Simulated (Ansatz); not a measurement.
# TaWC2 (R-3m) in Ansatz: convergence with k mesh

Aim: find how far k mesh must go before the results for TaWC2 settle, at PBE. This setting moves, with any that are tied to it; all else stays.

Program: Ansatz 0.2.0. These are calculated values, not measurements. Logs are shortened: lines on timing, memory, paths and dates and some standing lists are left out, and cuts for length are marked.

## (1) The crystal as given

Symmetry: R-3m, No. 166, trigonal system. Conventional cell: a = 3.144 Å, b = 3.144 Å, c = 15.305 Å, α = 90.00°, β = 90.00°, γ = 120.00°. W (site symmetry -3m) is surrounded by 6 C at 2.21 Å. Ta (site symmetry -3m) has 6 C at 2.23 Å as nearest neighbours. C (site symmetry 3m) has 3 W at 2.21 Å and 3 Ta at 2.23 Å as nearest neighbours.

The cell comes from a database or a generator and needn't be the stable form of this composition.

## (2) With k mesh 3 × 3 × 3

The input, input.yaml:

```yaml
crystal:
  lattice:
    - [1.5718551461, 0.9075109917, 5.1016196719]
    - [-1.5718551461, 0.9075109917, 5.1016196719]
    - [0.0, -1.8150219835, 5.1016196719]
  atoms:
    - { symbol: W, position: [0.0, 0.0, 0.0] }
    - { symbol: Ta, position: [0.5, 0.5, 0.5] }
    - { symbol: C, position: [0.250933, 0.250933, 0.250933] }
    - { symbol: C, position: [0.749067, 0.749067, 0.749067] }
hamiltonian:
  xc: pbe
  pseudopotentials: { kind: nc, source: spms }
kpoints:
  mp_grid: { grid: [3, 3, 3] }
scf:
  occupations: { method: gaussian, width: 0.1 }
output:
  forces: true
  stress: true
  eigenvalues: true
```

Potentials or basis: SPMS NC.

Launch:

```bash
$ ansatz run input.yaml --threads 2 --pin off --max-ram 5632MiB --backend cpu --events-out ev --progress --plain --runs-dir out
```

Output:

```text
Warning: RAYON_NUM_THREADS=2 ignored (pool sized by the plan → 2); use --threads N
basis.fft_grid_basis auto: the FFT boxes are laid along the combinations [[1, 0, -1], [0, 1, -1], [0, 0, 1]] of the cell's own vectors, 3.144, 3.144 and 5.415 Å long. The dense box has 36×36×60 points. Along the cell's own vectors, as sized, it would have 60×60×60, 2.78 times as many. Of the 12 symmetry operations that the crystal satisfies within crystal.symmetry.tolerance (time reversal apart; of a slab, those that keep its plane) the dense box along the cell's own vectors carries 12, and the one as laid loses 8 of those. basis.fft_grid_basis: typed keeps the cell's own vectors: state it where this run's energies or levels are differenced outside the engine with another run's, or held beside a run that keeps those vectors.
Engine: ansatz 0.2.0, aarch64-unknown-linux-gnu
Pseudopotentials: kind: nc
Pseudopotential: W, nc, valence charge 14, recommended cutoff 435.382179935808 eV (normal), W.nc.azcp
Pseudopotential: Ta, nc, valence charge 13, recommended cutoff 462.593566181796 eV (normal), Ta.nc.azcp
Pseudopotential: C, nc, valence charge 4, recommended cutoff 1034.032677347544 eV (normal), C.nc.azcp
Functional definition: PBE
  parameter kappa = 0.804
  parameter beta = 0.06672455060314922
  exchange = pbe_x(kappa = kappa, mu = beta*pi^2/3)
  correlation = pbe_c(beta = beta)
Crystal: 4 atoms, lattice volume = 43.664 Å³
Basis set: ecut = 1034.032677347544 eV, 3303 PW (Γ), FFT grids on a1−a3, a2−a3, a3, exchange–correlation on 72×72×120 points (8 copies of the dense FFT grid, shifted against one another)
Bands: 22, of which v1, the nominal top of the filled ones, is band 18 counted from 1 (17 counted from 0)
Symmetry: 12 space group operations
Space group: R-3m (ITA 166), of the structure as read, at distance tolerance 3.5e-5 Å
k-points: 6 of 27
Non-local potential: W, projectors of the file, l = 0: 2, l = 1: 2, l = 2: 2, l = 3: 2
Non-local potential: Ta, projectors of the file, l = 0: 2, l = 1: 2, l = 2: 2, l = 3: 2
Non-local potential: C, projectors of the file, l = 0: 2, l = 1: 2
Initial density: superposition of atomic densities (chi_scale 0.1, normalization cell, long waves kept (reshape's long-wave potential 0.00 eV rms))
Initial wavefunctions: pseudopotential atomic-orbital guess
Functional: x = pbe(κ = 0.804, μ = 0.2195149727645171), c = pbe(β = 0.06672455060314922)
SCF iter   1: F=—  HF=-4181.345265 eV  |F-HF|=—  |Δ(HF+E_count)|=         —  Δρ=1.67e-1  dr2=2.96e1  ethr=3.10e-3  ⟨swp⟩=6.0  Hψ=545  notcnv=0
preconditioner: auto → none  [insulator: Δε(μ)=0.220 eV  Ē_g=9.114 eV  σ=0.100 eV  W_gap=0.77  n_scr=16 (ndim 8)  ℏωp=24.5 eV  f_vac=0.000  D(μ)=1.08/eV (n_scr^D=2)  ε∞_Penn≈8.2]
SCF iter   2: F=—  HF=-4192.783568 eV  |F-HF|=—  |Δ(HF+E_count)|=    1.14e1  Δρ=2.82e-1  dr2=1.13e2  ethr=3.10e-3  ⟨swp⟩=5.2  Hψ=456  notcnv=0  recentre
SCF iter   3: F=—  HF=-4175.772742 eV  |F-HF|=—  |Δ(HF+E_count)|=    1.70e1  Δρ=5.16e-2  dr2=2.42e0  ethr=3.10e-3  ⟨swp⟩=4.0  Hψ=393  notcnv=0  defer=1
SCF iter   4: F=—  HF=-4175.359916 eV  |F-HF|=—  |Δ(HF+E_count)|=   4.13e-1  Δρ=1.78e-2  dr2=9.53e-2  ethr=3.10e-3  ⟨swp⟩=2.3  Hψ=230  notcnv=0  defer=3
SCF iter   5: F=—  HF=-4175.353155 eV  |F-HF|=—  |Δ(HF+E_count)|=   6.76e-3  Δρ=8.02e-3  dr2=5.56e-2  ethr=2.72e-4  ⟨swp⟩=2.2  Hψ=223  notcnv=0  defer=2
SCF iter   6: F=—  HF=-4175.346513 eV  |F-HF|=—  |Δ(HF+E_count)|=   6.64e-3  Δρ=3.65e-3  dr2=1.02e-2  ethr=1.59e-4  ⟨swp⟩=1.2  Hψ=137  notcnv=0  defer=2
SCF iter   7: F=—  HF=-4175.345061 eV  |F-HF|=—  |Δ(HF+E_count)|=   1.45e-3  Δρ=9.58e-4  dr2=7.10e-4  ethr=2.93e-5  ⟨swp⟩=2.0  Hψ=162  notcnv=0  defer=2
SCF iter   8: F=—  HF=-4175.344981 eV  |F-HF|=—  |Δ(HF+E_count)|=   8.01e-5  Δρ=1.51e-4  dr2=1.22e-5  ethr=2.03e-6  ⟨swp⟩=2.2  Hψ=176  notcnv=0  defer=2
SCF iter   9: F=—  HF=-4175.344979 eV  |F-HF|=—  |Δ(HF+E_count)|=   2.47e-6  Δρ=3.86e-5  dr2=8.10e-7  ethr=3.47e-8  ⟨swp⟩=2.0  Hψ=193  notcnv=0  defer=2
SCF iter  10: F=-4175.344978 eV  HF=-4175.344979 eV  |F-HF|=1.16e-8  |Δ(HF+E_count)|=   5.29e-8  Δρ=7.16e-6  dr2=1.78e-8  ethr=2.86e-10  ⟨swp⟩=7.7  Hψ=591  notcnv=0
SCF 1 converged in 10 iterations: F = -4175.344978 eV  dr2 = 1.78e-8
SCF converged after 10 iterations
Free energy (F): -4175.344978 eV
Harris-Foulkes:  -4175.344979 eV  (|F-HF|=1.16e-8)
Internal energy: -4175.338473 eV  (E = F + TS)
E sigma→0 (E₀):  -4175.341726 eV
Entropy (-TS):   -0.006505 eV (-1.626 meV/atom)
Fermi energy:    20.571813 eV
--- Per-component energies (eV) ---
  E_band       = -145.221746
  E_kinetic    = 1240.167786
  E_local      = -1107.579879  (includes V_loc(G=0)·N_el)
  E_nonlocal   = -479.811286
  E_hartree    = 462.436047
  E_xc         = -957.509739
  E_vxc        = -722.873063  (∫ρ·V_xc dr)
  E_ewald      = -3333.041401
  E_smearing   = -0.006505  (= −TS)
  E_closure    = -0.000000  (closes the sum)
  Σ components = -4175.344978   (vs F -4175.344978, Δ=0.00e0)
--- Forces (eV/Å), atoms counted from 1 ---
  atom   1  W      0.00000000     0.00000000     0.00000000
  atom   2  Ta     0.00000000     0.00000000    -0.00000000
  atom   3  C      0.00000000    -0.00000000     0.81943255
  atom   4  C      0.00000000     0.00000000    -0.81943255
  max |Σ_I F_I| component: 1.11e-16 eV/Å
--- Stress (GPa, compression-positive) ---
       -0.778591       0.000000       0.000000
        0.000000      -0.778591      -0.000000
        0.000000      -0.000000       0.282277
  P = ⅓ Tr σ = -0.4250 GPa (-4.250 kbar)
--- Band table (eV; the first three rows and the last of 6) ---
  k-point 0: bands = ["-55.0360", "-48.6463", "-19.2065", "-19.1465", "-19.1465", "-15.2152", "-14.9543", "-14.9543", "5.2166", "9.7315", "11.2268", "14.3673", "14.3673", "18.2198", "18.2198", "18.4011", "19.7024", "19.7024", "19.7454", "20.1814", "20.1814", "22.3201"]
  k-point 1: bands = ["-55.0210", "-48.6227", "-19.4328", "-19.2140", "-19.1438", "-15.3701", "-15.1636", "-15.0501", "7.3959", "8.5744", "13.2093", "13.7205", "14.9142", "15.3925", "15.5541", "16.3770", "18.7106", "20.4755", "21.0885", "22.3507", "22.3553", "23.7100"]
  k-point 2: bands = ["-55.0210", "-48.6227", "-19.4356", "-19.2146", "-19.1468", "-15.3643", "-15.1578", "-15.0486", "7.7867", "7.8920", "13.2942", "14.3104", "14.9706", "15.0342", "15.2794", "16.7780", "18.5783", "20.7351", "21.0067", "21.5529", "23.1008", "23.6033"]
  k-point 5: bands = ["-55.0210", "-48.6227", "-19.4360", "-19.2143", "-19.1424", "-15.3630", "-15.1667", "-15.0494", "7.4183", "8.6913", "12.4463", "13.9256", "14.7549", "15.0178", "15.8649", "17.7338", "17.8256", "20.7957", "21.5380", "21.8373", "22.7738", "23.6861"]
```

Run time: 0.91 s. Hardware: 2 threads of Arm Neoverse V1, shared host; peak memory 0.29 GiB.

Results:

| Item | Value |
| --- | --- |
| Free energy | -4175.3450 eV |
| Pressure | -0.4 GPa |
| Largest force | 0.819 eV/Å |
| Band gap on the k mesh | none (metal or under the smearing width) |

## (3) With k mesh 4 × 4 × 4

input.yaml, as its differences from that of step 2:

```diff
@@ -14,3 +14,3 @@
 kpoints:
-  mp_grid: { grid: [3, 3, 3] }
+  mp_grid: { grid: [4, 4, 4] }
 scf:
```

Potentials or basis: SPMS NC.

Launch:

```bash
$ ansatz run input.yaml --threads 2 --pin off --max-ram 5632MiB --backend cpu --events-out ev --progress --plain --runs-dir out
```

Run time: 1.6 s. Hardware: 2 threads of Arm Neoverse V1, shared host; peak memory 0.34 GiB.

Results:

- Free energy: -4175.6877 eV
- Pressure: -2.2 GPa
- Largest force: 0.155 eV/Å
- Band gap on the k mesh: none (metal or under the smearing width)

## (4) With k mesh 5 × 5 × 5

input.yaml, as its differences from that of step 3:

```diff
@@ -14,3 +14,3 @@
 kpoints:
-  mp_grid: { grid: [4, 4, 4] }
+  mp_grid: { grid: [5, 5, 5] }
 scf:
```

Launch:

```bash
$ ansatz run input.yaml --threads 2 --pin off --max-ram 5632MiB --backend cpu --events-out ev --progress --plain --runs-dir out
```

Wall time 2.3 s (2 threads of Arm Neoverse V1, shared host); peak memory 0.34 GiB.

What came out:

```yaml
Free_energy: -4175.8444 eV
Pressure: -3.0 GPa
Largest_force: 0.038 eV/Å
Band_gap_on_the_k_mesh: none (metal or under the smearing width)
```

## (5) With k mesh 6 × 6 × 6

input.yaml, as its differences from that of step 4:

```diff
@@ -14,3 +14,3 @@
 kpoints:
-  mp_grid: { grid: [5, 5, 5] }
+  mp_grid: { grid: [6, 6, 6] }
 scf:
```

Launch:

```bash
$ ansatz run input.yaml --threads 2 --pin off --max-ram 5632MiB --backend cpu --events-out ev --progress --plain --runs-dir out
```

Run time: 2.9 s. Hardware: 2 threads of Arm Neoverse V1, shared host; peak memory 0.35 GiB.

Results:

```
Free energy            : -4175.7217 eV
Pressure               : -2.4 GPa
Largest force          : 0.112 eV/Å
Band gap on the k mesh : none (metal or under the smearing width)
```

## (6) With k mesh 7 × 7 × 7

input.yaml, as its differences from that of step 5:

```diff
@@ -14,3 +14,3 @@
 kpoints:
-  mp_grid: { grid: [6, 6, 6] }
+  mp_grid: { grid: [7, 7, 7] }
 scf:
```

Potentials or basis: SPMS NC.

Launch:

```bash
$ ansatz run input.yaml --threads 2 --pin off --max-ram 5632MiB --backend cpu --events-out ev --progress --plain --runs-dir out
```

Wall time 4 s (2 threads of Arm Neoverse V1, shared host); peak memory 0.38 GiB.

Results (log left out):

* Free energy: -4175.7430 eV
* Pressure: -2.4 GPa
* Largest force: 0.019 eV/Å
* Band gap on the k mesh: none (metal or under the smearing width)

## (7) With k mesh 9 × 9 × 9

input.yaml, as its differences from that of step 6:

```diff
@@ -14,3 +14,3 @@
 kpoints:
-  mp_grid: { grid: [7, 7, 7] }
+  mp_grid: { grid: [9, 9, 9] }
 scf:
```

Launch:

```bash
$ ansatz run input.yaml --threads 2 --pin off --max-ram 5632MiB --backend cpu --events-out ev --progress --plain --runs-dir out
```

Wall time 7.5 s (2 threads of Arm Neoverse V1, shared host); peak memory 0.46 GiB.

It converged, with:

| Item | Value |
| --- | --- |
| Free energy | -4175.7436 eV |
| Pressure | -2.5 GPa |
| Largest force | 0.120 eV/Å |
| Band gap on the k mesh | none (metal or under the smearing width) |

## (8) With k mesh 11 × 11 × 11

input.yaml, as its differences from that of step 7:

```diff
@@ -14,3 +14,3 @@
 kpoints:
-  mp_grid: { grid: [9, 9, 9] }
+  mp_grid: { grid: [11, 11, 11] }
 scf:
```

Launch:

```bash
$ ansatz run input.yaml --threads 2 --pin off --max-ram 5632MiB --backend cpu --events-out ev --progress --plain --runs-dir out
```

It took 13 s on 2 threads of Arm Neoverse V1, shared host; peak memory 0.56 GiB.

It converged, with:

| Property | Result |
| --- | --- |
| Free energy | -4175.7600 eV |
| Pressure | -2.6 GPa |
| Largest force | 0.043 eV/Å |
| Band gap on the k mesh | none (metal or under the smearing width) |

## (9) With k mesh 14 × 14 × 14

input.yaml, as its differences from that of step 8:

```diff
@@ -14,3 +14,3 @@
 kpoints:
-  mp_grid: { grid: [11, 11, 11] }
+  mp_grid: { grid: [14, 14, 14] }
 scf:
```

Potentials or basis: SPMS NC.

Launch:

```bash
$ ansatz run input.yaml --threads 2 --pin off --max-ram 5632MiB --backend cpu --events-out ev --progress --plain --runs-dir out
```

Wall time 25 s (2 threads of Arm Neoverse V1, shared host); peak memory 0.8 GiB.

Results (log left out):

| Item | Value |
| --- | --- |
| Free energy | -4175.7554 eV |
| Pressure | -2.6 GPa |
| Largest force | 0.042 eV/Å |
| Band gap on the k mesh | none (metal or under the smearing width) |

## (10) With k mesh 16 × 16 × 16

input.yaml, as its differences from that of step 9:

```diff
@@ -14,3 +14,3 @@
 kpoints:
-  mp_grid: { grid: [14, 14, 14] }
+  mp_grid: { grid: [16, 16, 16] }
 scf:
```

Launch:

```bash
$ ansatz run input.yaml --threads 2 --pin off --max-ram 5632MiB --backend cpu --events-out ev --progress --plain --runs-dir out
```

Wall time 36 s (2 threads of Arm Neoverse V1, shared host); peak memory 1 GiB.

Results (log left out):

```
Free energy            : -4175.7535 eV
Pressure               : -2.5 GPa
Largest force          : 0.043 eV/Å
Band gap on the k mesh : none (metal or under the smearing width)
```

## (11) The series at a glance

| k mesh | energy less the tightest run, at zero smearing (meV/atom) | pressure (GPa) | largest force (eV/Å) | SCF cycles | CPU time (s) | peak memory (GiB) |
| --- | --- | --- | --- | --- | --- | --- |
| 3 × 3 × 3 | 101.90 | -0.42 | 0.819 | 10 | 1.7 | 0.29 |
| 4 × 4 × 4 | 17.74 | -2.17 | 0.155 | 11 | 3.2 | 0.34 |
| 5 × 5 × 5 | -22.50 | -2.95 | 0.038 | 10 | 4.4 | 0.34 |
| 6 × 6 × 6 | 7.95 | -2.37 | 0.112 | 9 | 5.7 | 0.35 |
| 7 × 7 × 7 | 2.70 | -2.43 | 0.019 | 9 | 7.8 | 0.38 |
| 9 × 9 × 9 | 2.60 | -2.49 | 0.120 | 9 | 15 | 0.46 |
| 11 × 11 × 11 | -1.94 | -2.59 | 0.043 | 9 | 25 | 0.56 |
| 14 × 14 × 14 | -0.54 | -2.56 | 0.042 | 9 | 49 | 0.8 |
| 16 × 16 × 16 | 0.00 | -2.55 | 0.043 | 9 | 71 | 1 |

Against the tightest run, the energy stays within 1 meV/atom from 14 × 14 × 14 on; the pressure stays within 0.1 GPa from 9 × 9 × 9 on; the largest force stays within 0.005 eV/Å from 11 × 11 × 11 on. Meshes of other sizes hit other points, so gaps and Fermi surfaces needn't settle smoothly. The tightest run that finished is the yardstick and may itself not be fully converged.
